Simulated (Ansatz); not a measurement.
# H8NO2ScSi2: the cost of one run

Computed with Ansatz 0.2.0, Gaussian basis. Level: one geometry, several basis sets.

Levels to be run: PBE0-D4/def2-SVP; ωB97M-V/def2-SVP; PBE0-D4/def2-QZVPP; ωB97M-V/def2-QZVPP; the functionals' def2-TZVPP values are taken from earlier runs.

### 1 The geometry

The geometry comes from an earlier relaxation with PBE0-D4 in a triple-zeta def2 set; it is a stationary point, not always the lowest conformer.

SMILES `[NH2][Sc]([O][SiH3])[O][SiH3]`, 14 atoms, charge 0, spin multiplicity 1.

Atoms are counted from 1 here; the program's logs count them from 0.

Bond lengths: N1–Sc2 1.975 Å, N1–H7 1.012 Å, N1–H8 1.012 Å, Sc2–O3 1.898 Å, Sc2–O5 1.898 Å, O3–Si4 1.627 Å, Si4–H9 1.490 Å, Si4–H10 1.490 Å, Si4–H11 1.490 Å, O5–Si6 1.627 Å, Si6–H12 1.490 Å, Si6–H13 1.490 Å, Si6–H14 1.490 Å. Angles: Sc2–N1–H7 126.2°, Sc2–N1–H8 126.4°, H7–N1–H8 107.4°, N1–Sc2–O3 118.0°, N1–Sc2–O5 117.9°, O3–Sc2–O5 124.2°, Sc2–O3–Si4 176.0°, O3–Si4–H9 110.9°, O3–Si4–H10 110.5°, O3–Si4–H11 110.5°, H9–Si4–H10 108.3°, H9–Si4–H11 108.2°, H10–Si4–H11 108.3°, Sc2–O5–Si6 176.0°, O5–Si6–H12 110.6°, O5–Si6–H13 110.9°, O5–Si6–H14 110.5°, H12–Si6–H13 108.2° and more.

### 2 PBE0-D4 in def2-SVP

in.yaml reads:

```yaml
crystal:
  periodic: [false, false, false]
  atoms:
    - {symbol: N, position_ang: [-1.715397, -2.084573, 0.238008]}
    - {symbol: Sc, position_ang: [-0.464726, -0.565944, 0.064918]}
    - {symbol: O, position_ang: [1.366731, -0.952638, -0.251536]}
    - {symbol: Si, position_ang: [2.957299, -1.173759, -0.512894]}
    - {symbol: O, position_ang: [-1.171239, 1.188676, 0.225287]}
    - {symbol: Si, position_ang: [-1.675052, 2.731785, 0.335138]}
    - {symbol: H, position_ang: [-2.711579, -2.023127, 0.407308]}
    - {symbol: H, position_ang: [-1.479183, -3.066947, 0.174603]}
    - {symbol: H, position_ang: [3.634496, 0.122351, -0.797265]}
    - {symbol: H, position_ang: [3.601679, -1.785854, 0.682527]}
    - {symbol: H, position_ang: [3.174684, -2.077848, -1.676617]}
    - {symbol: H, position_ang: [-2.774065, 2.854316, 1.333205]}
    - {symbol: H, position_ang: [-0.560387, 3.624680, 0.758634]}
    - {symbol: H, position_ang: [-2.183262, 3.208882, -0.981327]}
basis:
  gaussian: {orbitals: def2-SVP}
hamiltonian: {xc: pbe0, dispersion: d4}
output: {orbitals: {seedname: orbitals}}
```

Launch:

```sh
$ ansatz run in.yaml --threads 2 --pin off --events-out ev --progress --plain --max-ram 32768MiB --backend cpu
```

Q: Estimate wall time and peak memory on 2 threads of AMD EPYC 7R13, shared host.

About 3.6 s, with a peak of 0.45 GiB.
